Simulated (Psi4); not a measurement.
# C3H10Si (trimethylsilane): r2SCAN/cc-pVDZ

Aim: the vertical ionisation energy of C3H10Si (trimethylsilane) at r2SCAN/cc-pVDZ, from 2 runs. 

The results are computed with Psi4 1.11.

2 further runs of the same task are left out: 1 that didn't finish, 1 set aside as unsound or not needed.

## (1) The structure to begin with

The species is C3H10Si (14 atoms), meant as a singlet with charge 0. As SMILES, `C[SiH](C)C`. Geometry: relaxed at PBE0-D4/def2-TZVP.

Bond lengths: C1–Si2 1.874 Å, Si2–C3 1.874 Å, Si2–C4 1.874 Å, C1–H5 1.093 Å, C1–H6 1.093 Å, C1–H7 1.094 Å, Si2–H8 1.494 Å, C3–H9 1.094 Å, C3–H10 1.093 Å, C3–H11 1.093 Å, C4–H12 1.093 Å, C4–H13 1.094 Å, C4–H14 1.093 Å. Some angles: C1–Si2–C3 110.3°, C1–Si2–C4 110.3°, C3–Si2–C4 110.3°, C1–Si2–H8 108.6°, C3–Si2–H8 108.6°, C4–Si2–H8 108.6°, Si2–C1–H5 111.2°, Si2–C1–H6 111.1°, Si2–C1–H7 110.9°, Si2–C3–H9 110.9°.

## (2) Energy and gradient at r2SCAN/cc-pVDZ

run.py

```python
import psi4

psi4.set_memory(1600000000)
psi4.set_num_threads(1)
psi4.core.set_output_file('run.log', False)

geom = psi4.geometry("""
0 1
C     -0.956800     1.082600    -1.038400
Si    -0.338800    -0.014600     0.348900
C      1.239400     0.684100     1.077800
C     -0.051300    -1.756700    -0.277600
H     -1.888100     0.697200    -1.460900
H     -1.145900     2.098700    -0.683100
H     -0.221600     1.141300    -1.845900
H     -1.379500    -0.059300     1.420400
H      2.029000     0.733500     0.322800
H      1.601800     0.063500     1.901200
H      1.081800     1.694100     1.464300
H     -0.968800    -2.184000    -0.689800
H      0.706900    -1.767300    -1.065700
H      0.291900    -2.413100     0.526000
symmetry c1
no_reorient
no_com
""")

options = {'basis': 'cc-pVDZ', 'puream': True, 'e_convergence': 1e-09, 'd_convergence': 1e-08, 'scf_type': 'pk', 'dft_radial_points': 99, 'dft_spherical_points': 590}
psi4.set_options(options)

result = psi4.gradient("r2scan")
print('gradient / Eh bohr^-1')
print(result.np.round(6))
for k, v in sorted(psi4.core.scalar_variables().items()):
    print(f'{k:45s} {v:18.10f}')
```

The run is started by

```bash
$ python run.py
```

run.log, shortened:

```text
[...]
  Running in c1 symmetry.
[...]
  Nuclear repulsion =  175.332631854346999
[...]
  Multiplicity = 1
[...]
  Nalpha       = 21
  Nbeta        = 21
[...]
    Number of basis functions: 110
[...]
   @RKS iter   1:  -409.10748153334526   -9.40965e-02   9.95883e-03 ADIIS/DIIS
[...]
   @RKS iter  11:  -409.74669114887649   -5.91172e-12   7.43948e-09 DIIS
[...]
    Orbital Energies [Eh]
    ---------------------
    Doubly Occupied:
       1A    -65.819061     2A    -10.022012     3A    -10.022008
       4A    -10.022004     5A     -5.186111     6A     -3.528166
       7A     -3.527777     8A     -3.527777     9A     -0.679299
      10A     -0.644998    11A     -0.644986    12A     -0.439563
      13A     -0.385265    14A     -0.374628    15A     -0.374613
      16A     -0.357382    17A     -0.357369    18A     -0.347509
      19A     -0.276201    20A     -0.272702    21A     -0.272685
[...]
  @RKS Final Energy:  -409.74669114887649
   => Energetics <=
    Nuclear Repulsion Energy =            175.3326318543469995
    One-Electron Energy =                -909.6037018869851636
    Two-Electron Energy =                 365.4020123451269910
    DFT Exchange-Correlation Energy =     -40.8776334613653489
    Empirical Dispersion Energy =           0.0000000000000000
    VV10 Nonlocal Energy =                  0.0000000000000000
    Total Energy =                       -409.7466911488764936
[...]
 Multipole Moments:
 ------------------------------------------------------------------------------------
     Multipole            Electronic (a.u.)      Nuclear  (a.u.)        Total (a.u.)
 ------------------------------------------------------------------------------------
 L = 1.  Multiply by 2.5417464519 to convert [e a0] to [Debye]
 Dipole X            :          6.3149477           -6.1376415            0.1773062
 Dipole Y            :          0.2716595           -0.2641837            0.0074758
 Dipole Z            :         -6.5029742            6.3205670           -0.1824072
 Magnitude           :                                                    0.2544912
[...]
  -Total Gradient:
     Atom            X                  Y                   Z
    ------   -----------------  -----------------  -----------------
       1       -0.000574783816     0.000922311612    -0.001149892942
       2        0.000976170083     0.000012971614    -0.000969613377
       3        0.001308467048     0.000642606698     0.000629315048
       4        0.000151953239    -0.001475561819    -0.000491407660
       5        0.005377419385     0.002041959401     0.002555927714
       6        0.001163698554    -0.005873350459    -0.001838054423
       7       -0.004093366101    -0.000443584839     0.004688598951
       8        0.002934165907     0.000126855578    -0.003027094778
       9       -0.004624534906    -0.000354789569     0.004208578091
      10       -0.002236417602     0.003401141261    -0.004761068877
      11        0.000697543710    -0.005823495241    -0.002306833303
      12        0.005192179161     0.002658085735     0.002405684158
[...]
```

The script printed:

```text
gradient / Eh bohr^-1
[[-5.750e-04  9.220e-04 -1.150e-03]
 [ 9.760e-04  1.300e-05 -9.700e-04]
 [ 1.308e-03  6.430e-04  6.290e-04]
 [ 1.520e-04 -1.476e-03 -4.910e-04]
 [ 5.377e-03  2.042e-03  2.556e-03]
 [ 1.164e-03 -5.873e-03 -1.838e-03]
 [-4.093e-03 -4.440e-04  4.689e-03]
 [ 2.934e-03  1.270e-04 -3.027e-03]
 [-4.625e-03 -3.550e-04  4.209e-03]
 [-2.236e-03  3.401e-03 -4.761e-03]
 [ 6.980e-04 -5.823e-03 -2.307e-03]
 [ 5.192e-03  2.658e-03  2.406e-03]
 [-4.290e-03  2.280e-04  4.500e-03]
 [-1.956e-03  3.940e-03 -4.477e-03]]
CURRENT ENERGY                                   -409.7466911489
CURRENT REFERENCE ENERGY                         -409.7466911489
DD SOLVATION ENERGY                                 0.0000000000
DFT FUNCTIONAL TOTAL ENERGY                      -409.7466911489
DFT TOTAL ENERGY                                 -409.7466911489
DFT VV10 ENERGY                                     0.0000000000
DFT XC ENERGY                                     -40.8776334614
GRID ELECTRONS ALPHA                               20.9999981017
GRID ELECTRONS BETA                                20.9999981017
GRID ELECTRONS TOTAL                               41.9999962033
NUCLEAR REPULSION ENERGY                          175.3326318543
ONE-ELECTRON ENERGY                              -909.6037018870
PCM POLARIZATION ENERGY                             0.0000000000
PE ENERGY                                           0.0000000000
SCF ITERATION ENERGY                             -409.7466911489
SCF ITERATIONS                                     11.0000000000
SCF TOTAL ENERGY                                 -409.7466911489
TWO-ELECTRON ENERGY                               365.4020123451
XC GRID RADIAL POINTS                              99.0000000000
XC GRID SPHERICAL POINTS                          590.0000000000
XC GRID TOTAL POINTS                           767290.0000000000
```

It took 73 s on 1 thread of Intel Xeon 6975P-C (Granite Rapids), shared host; peak memory 0.67 GiB.

## (3) The doublet cation, same level

calc.py

```python
import psi4

psi4.set_memory('1600 MB')
psi4.set_num_threads(1)
psi4.core.set_output_file('psi4.out', False)

mol = psi4.geometry("""
1 2
C     -0.956800     1.082600    -1.038400
Si    -0.338800    -0.014600     0.348900
C      1.239400     0.684100     1.077800
C     -0.051300    -1.756700    -0.277600
H     -1.888100     0.697200    -1.460900
H     -1.145900     2.098700    -0.683100
H     -0.221600     1.141300    -1.845900
H     -1.379500    -0.059300     1.420400
H      2.029000     0.733500     0.322800
H      1.601800     0.063500     1.901200
H      1.081800     1.694100     1.464300
H     -0.968800    -2.184000    -0.689800
H      0.706900    -1.767300    -1.065700
H      0.291900    -2.413100     0.526000
symmetry c1
""")

psi4.set_options({
    'basis': 'cc-pVDZ',
    'reference': 'uks',
    'puream': True,
    'e_convergence': 1e-09,
    'd_convergence': 1e-08,
    'scf_type': 'pk',
    'dft_radial_points': 99,
    'dft_spherical_points': 590,
    'maxiter': 200,
})

E, wfn = psi4.gradient('r2scan', return_wfn=True)
psi4.oeprop(wfn, 'MAYER_INDICES', 'QUADRUPOLE', 'LOWDIN_CHARGES', title='R2SCAN')
print('gradient / Eh bohr^-1')
print(E.np.round(6))
print(f'energy = {wfn.energy():.10f} Eh')
```

The run is started by

```bash
$ python calc.py
```

psi4.out, shortened:

```text
[...]
  Running in c1 symmetry.
[...]
  Nuclear repulsion =  175.332631854346999
[...]
  Multiplicity = 2
[...]
  Nalpha       = 21
  Nbeta        = 20
[...]
    Number of basis functions: 110
[...]
   @UKS iter   1:  -408.76413137442410    2.49254e-01   9.55037e-03 ADIIS/DIIS
[...]
   @UKS iter  23:  -409.37012126201944   -2.04636e-12   3.60364e-09 DIIS
[...]
   @S^2 Observed:                7.558091436E-01
[...]
  @UKS Final Energy:  -409.37012126201944
   => Energetics <=
    Nuclear Repulsion Energy =            175.3326318543469995
    One-Electron Energy =                -900.0189268287601863
    Two-Electron Energy =                 355.8557660120666242
    DFT Exchange-Correlation Energy =     -40.5395922996729254
    Empirical Dispersion Energy =           0.0000000000000000
    VV10 Nonlocal Energy =                  0.0000000000000000
    Total Energy =                       -409.3701212620194383
[...]
  -Total Gradient:
     Atom            X                  Y                   Z
    ------   -----------------  -----------------  -----------------
       1        0.000186258604    -0.027540510370     0.003288032072
       2        0.018560301167     0.006671523573     0.002619741283
       3       -0.033614362370    -0.008304595126     0.008926782856
       4       -0.015325304828     0.020908794579    -0.009715478820
       5        0.010114631088     0.010635976018    -0.007295792713
       6        0.002411229127    -0.006286840174     0.001168526473
       7       -0.012462599889     0.002092154304    -0.000666319276
       8        0.012165137623     0.004410593893     0.002018331769
       9       -0.005475378202    -0.001191262050     0.002097879742
      10        0.005478182463     0.015355455332    -0.002949006881
      11        0.013292620383    -0.009218681600     0.003617256959
      12        0.015215208157    -0.005305921990    -0.002993854063
[...]
```

Standard output:

```text
gradient / Eh bohr^-1
[[ 0.000186 -0.027541  0.003288]
 [ 0.01856   0.006672  0.00262 ]
 [-0.033614 -0.008305  0.008927]
 [-0.015325  0.020909 -0.009715]
 [ 0.010115  0.010636 -0.007296]
 [ 0.002411 -0.006287  0.001169]
 [-0.012463  0.002092 -0.000666]
 [ 0.012165  0.004411  0.002018]
 [-0.005475 -0.001191  0.002098]
 [ 0.005478  0.015355 -0.002949]
 [ 0.013293 -0.009219  0.003617]
 [ 0.015215 -0.005306 -0.002994]
 [-0.009045 -0.008523  0.002168]
 [-0.001587  0.006293 -0.002204]]
energy = -409.3701212620 Eh
```

It took 2.8 min on 1 thread of Intel Xeon 6975P-C (Granite Rapids), shared host; peak memory 0.68 GiB.

## (4) Outcome

Level: r2SCAN/cc-pVDZ.

| quantity | value |
| --- | --- |
| singlet C3H10Si: total energy | -409.74669 Eh |
| singlet C3H10Si: dipole moment | 0.65 D |
| singlet C3H10Si: HOMO energy | -7.42 eV |
| singlet C3H10Si: LUMO energy | 1.62 eV |
| singlet C3H10Si: HOMO–LUMO gap | 9.04 eV |
| singlet C3H10Si: largest force on an atom | 0.324 eV/Å |
| doublet cation: total energy | -409.37012 Eh |
| doublet cation: HOMO energy (highest over α and β) | -13.24 eV |
| doublet cation: LUMO energy (lowest over α and β) | -13.04 eV |
| doublet cation: ⟨S²⟩ | 0.756 |
| doublet cation: largest force on an atom | 1.839 eV/Å |
| vertical ionisation energy (to the doublet cation) | 10.247 eV |

What this shows: Removing an electron at fixed nuclei costs 10.25 eV (236 kcal/mol). The largest force (singlet C3H10Si) is 0.32 eV/Å: the shape isn't a stationary point for this species at this level. The negative HOMO energy of the first species, 7.42 eV, lies 2.83 eV below that difference.
